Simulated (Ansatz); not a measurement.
# GaH2OS: the cost of one run

Method: UKS B3LYP/def2-SVP, in Ansatz 0.2.0.

### Step 1. The system as given

Bond lengths: O1–Ga2 1.707 Å, Ga2–S3 2.219 Å, O1–H4 0.952 Å, Ga2–H5 1.532 Å. Angles: O1–Ga2–S3 116.7°, O1–Ga2–H5 108.2°, S3–Ga2–H5 135.1°, Ga2–O1–H4 155.5°.

Structure file:

```xyz
5

O    -1.0347    0.3799   -0.3650
Ga    0.5491    0.0847    0.1991
S     1.1693   -2.0398    0.3654
H    -1.8973    0.1412   -0.6883
H     1.2136    1.4340    0.4888
```

### Step 2. End point A

input.yaml reads:

```yaml
crystal:
  periodic: [false, false, false]
  atoms:
    - { symbol: O, position_ang: [-1.0347, 0.37994, -0.36503] }
    - { symbol: Ga, position_ang: [0.54908, 0.08469, 0.19915] }
    - { symbol: S, position_ang: [1.16931, -2.0398, 0.36543] }
    - { symbol: H, position_ang: [-1.89727, 0.1412, -0.6883] }
    - { symbol: H, position_ang: [1.21359, 1.43398, 0.48876] }
magnetization:
  spin_polarized: true
  initial_magnetization: 1
basis:
  gaussian: { orbitals: def2-SVP }
hamiltonian:
  xc: b3lyp
relax:
  f_tol: 0.015
  max_steps: 40
```

Command:

```console
$ ansatz run input.yaml --threads 2 --pin off --max-ram 3072MiB --backend cpu --events-out ev --progress --plain --runs-dir out
```

**Question.** How long does this run take on 2 threads of Intel Xeon Platinum 8488C (Sapphire Rapids), shared host, and how much memory does it need?

About 28 s, with a peak of 0.24 GiB.
